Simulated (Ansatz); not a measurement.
# SrRe (CsCl type): other levels of theory at one geometry

How much do the gap and the pressure of SrRe (CsCl type) depend on the functional and spin–orbit coupling? The start comes from a prototype table, not from a measured structure.

Program: Ansatz 0.2.0. Level of theory: DFT at several levels, plane waves, PAW. These are calculated values, not measurements.

1 further run of the same task is left out (it didn't finish). Runs told in other sessions of the task aren't counted.

### 1 Starting point

The structure is cubic, space group Pm-3m (No. 221). The conventional cell has a = 3.638 Å, b = 3.638 Å, c = 3.638 Å, α = 90.00°, β = 90.00°, γ = 90.00°. Around Sr (site symmetry m-3m) lie 8 Re at 3.15 Å. Around Re (site symmetry m-3m) lie 8 Sr at 3.15 Å.

Coordinates:

```
CELL_PARAMETERS angstrom
3.63803 0.00000 0.00000
0.00000 3.63803 0.00000
0.00000 0.00000 3.63803
ATOMIC_POSITIONS crystal
Sr 0.00000 0.00000 0.00000
Re 0.50000 0.50000 0.50000
```

An earlier run at PBE left this cell at 24.075 Å³/atom and -0.01 GPa (10×10×10 mesh), a metal on this mesh.

Levels to run: PBE+SOC; r²SCAN; PBEsol; LDA; HSE06. Hardware: 2 threads of Arm Neoverse V1, shared host.

### 2 PBE+SOC

File input.yaml:

```yaml
crystal:
  lattice:
    - [3.6380263064, 0.0, 0.0]
    - [0.0, 3.6380263064, 0.0]
    - [0.0, 0.0, 3.6380263064]
  atoms:
    - { symbol: Sr, position: [0.0, 0.0, 0.0] }
    - { symbol: Re, position: [0.5, 0.5, 0.5] }
basis:
  ecutwfc: 420
  ecutrho_ratio: 4
kpoints:
  mp_grid: { grid: [10, 10, 10] }
hamiltonian:
  xc: pbe
scf:
  occupations: { method: gaussian, width: 0.05 }
output:
  forces: true
  stress: true
  eigenvalues: true
  populations: true
  dos: { projected: true, de: 0.02 }
  write_density: true
  write_potential: true
  elf: true
  volumetric_format: npy
magnetization:
  noncollinear: true
  spin_orbit: true
```

Launch:

```bash
> ansatz run input.yaml --threads 2 --pin off --max-ram 2662MiB --backend cpu --events-out ev --progress --plain --runs-dir out
```

The runs that follow: r²SCAN; PBEsol; LDA; HSE06.

**Question.** What will these runs give? Wanted: for each run, pressure.

The runs gave:

| level | mesh | gap on the mesh (eV) | pressure (GPa) | time |
| --- | --- | --- | --- | --- |
| PBE | 10×10×10 | metal | 0.0 | 10 s* |
| LDA | 10×10×10 | metal | -6.2 | 1.7 s |
| PBEsol | 10×10×10 | metal | -3.9 | 1.7 s |
| PBE+SOC | 10×10×10 | metal | 1.0 | 11 s* |
| r²SCAN | 10×10×10 | metal | -0.7 | 4.6 s |
| HSE06 | 6×6×6 | metal | -1.8 | 25 s |

Times are on 2 threads of Arm Neoverse V1, shared host. * Includes bands or densities of states.

The pressure runs from -6.2 GPa (LDA) to 1.0 GPa (PBE+SOC); a negative pressure means that level wants a smaller cell, a positive one a larger cell. Every level gives a metal. Total energies of different levels have different zeros and can't be compared. Hybrids use a coarser mesh.
